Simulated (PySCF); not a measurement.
# C20H12 (perylene): the cost of one run

Computed with PySCF 2.14.0 and routines of our own; the level stands in each step. Atoms count from 0.

## Step 1: The starting structure

32 atoms, charge 0, multiplicity 1; geometry from: GFN2-xTB.

## Step 2: Optimising the geometry at PBE0-D3(BJ)/def2-SVP

The job: settings as JSON, then the geometry in Å.

```
{"job": {"xc": "PBE0", "basis": "def2-SVP", "d3": "d3bj", "grid": 1, "kind": "geom"}, "charge": 0, "multiplicity": 1}
C      3.260581    -1.787816    -0.341427
C      3.708487    -0.523739    -0.077052
C      2.792494     0.522698     0.145922
C      3.251812     1.825702     0.419749
C      2.360899     2.839673     0.635272
C      0.989452     2.590308     0.587301
C      0.483865     1.328278     0.323821
C     -0.949164     1.060124     0.271920
C     -1.892668     2.051237     0.484410
C     -3.261387     1.788880     0.433305
C     -3.708985     0.524900     0.168793
C     -2.792993    -0.521682    -0.053183
C     -3.252004    -1.824876    -0.325910
C     -2.361292    -2.838763    -0.542114
C     -0.990079    -2.588719    -0.494684
C     -0.484627    -1.326828    -0.230813
C      0.948428    -1.058985    -0.178484
C      1.891777    -2.050243    -0.390934
C      1.396426     0.261935     0.096923
C     -1.397114    -0.260739    -0.003240
H      3.960241    -2.593400    -0.512598
H      4.765334    -0.304326    -0.035342
H      4.316850     2.003458     0.453659
H      2.708923     3.841188     0.844755
H      0.325011     3.420948     0.763425
H     -1.586629     3.063092     0.696084
H     -3.960923     2.594660     0.604393
H     -4.765863     0.306172     0.126012
H     -4.316794    -2.002556    -0.359912
H     -2.709246    -3.840333    -0.750981
H     -0.325427    -3.418958    -0.670839
H      1.585485    -3.062328    -0.601747
```

Run with:

```bash
$ OMP_NUM_THREADS=4 python large_run.py task.json out
```

The driver reads the jobs from task.json and runs them one after another.

Q: Estimate the wall time and peak memory of this first job on 4 threads of Intel Xeon at 2.60GHz, shared host.

About 80 s, with a peak of 2.8 GiB.
